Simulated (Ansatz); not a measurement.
TePb, space group Fm-3m, a calculation of the elastic constants

Program: the Ansatz DFT code, driven from Python.

`tepb_elastic.py`:
```python
'''Elastic constants of TePb.'''

import warnings

import ansatz
from ase import Atoms
import numpy as np

warnings.simplefilter('ignore', ansatz.DeckWarning)

atoms = Atoms(
    ['Te', 'Pb'],
    scaled_positions=[
        (0.5, 0.5, 0.5),
        (0.0, 0.0, 0.0),
    ],
    cell=[
        (0.0, 3.231, 3.231),
        (3.231, 0.0, 3.231),
        (3.231, 3.231, 0.0),
    ],
    pbc=True,
)
tepb = ansatz.Crystal.from_ase(atoms)

job = (
    tepb.calculation()
    .functional('pbe')
    .basis(34 * ansatz.Ry)
    .occupations('methfessel_paxton', width=0.02)
    .kpoints(6, 6, 6)
)
done = job.elastic(ansatz.ElasticMode.RELAXED_ION).run(threads=1)
elastic = done.elastic

print('C_ij (GPa), Voigt order xx yy zz yz xz xy')
for row in elastic.c_gpa:
    print(' '.join(f'{value:8.1f}' for value in row))
print('smallest eigenvalue of C:', round(elastic.stability.min_eigenvalue_gpa, 1), 'GPa; tensor positive definite:', elastic.stability.min_eigenvalue_gpa > 0)
# averaged moduli need a positive definite tensor
if elastic.stability.min_eigenvalue_gpa > 0:
    for name, value in elastic.moduli.to_plain().items():
        print(f'{name:14s} {value:9.3f}')
    S = np.linalg.inv(elastic.c_gpa)
    print('Young modulus along x, y, z (GPa):', np.round(1 / np.diag(S)[:3], 1))
    print('linear compressibility along x, y, z (1/TPa):', np.round(1000 * S[:3, :3].sum(axis=1), 2))
```

```console
$ python tepb_elastic.py
C_ij (GPa), Voigt order xx yy zz yz xz xy
   129.9      7.3      7.3      0.0     -0.0      0.0
     7.3    129.9      7.3      0.0     -0.0      0.0
     7.3      7.3    129.9      0.0      0.0     -0.0
     0.0      0.0      0.0     14.0     -0.0      0.0
     0.0      0.0     -0.0      0.0     14.0      0.0
    -0.0      0.0     -0.0     -0.0     -0.0     14.0
smallest eigenvalue of C: 14.0 GPa; tensor positive definite: True
k_voigt_gpa       48.174
k_reuss_gpa       48.174
k_hill_gpa        48.174
g_voigt_gpa       32.902
g_reuss_gpa       20.209
g_hill_gpa        26.555
youngs_gpa        67.300
poisson            0.267
Young modulus along x, y, z (GPa): [129.1 129.1 129.1]
linear compressibility along x, y, z (1/TPa): [6.92 6.92 6.92]
```

What to keep in mind:
- A positive definite tensor excludes instabilities under uniform strain alone; phonons elsewhere in the zone can still be imaginary.
- The cell stands under 2.1 GPa at these settings.
- In a crystal with a gap the Fermi level's place inside it depends on smearing and mesh.
- Spin-orbit coupling, which matters for elements this heavy, is left out.
- The structure is a deposited one; some such entries were measured under pressure or heat, so a shift against it needn't be the functional's error alone.
- The constants belong to the cell that was strained; where it wasn't relaxed first it may be under stress.
- Timing: 47 s on 1 thread of Arm Neoverse N1 (shared host), peak memory 0.48 GiB.

(A comment or docstring line of the script was reworded after the run, the code is as it ran.)
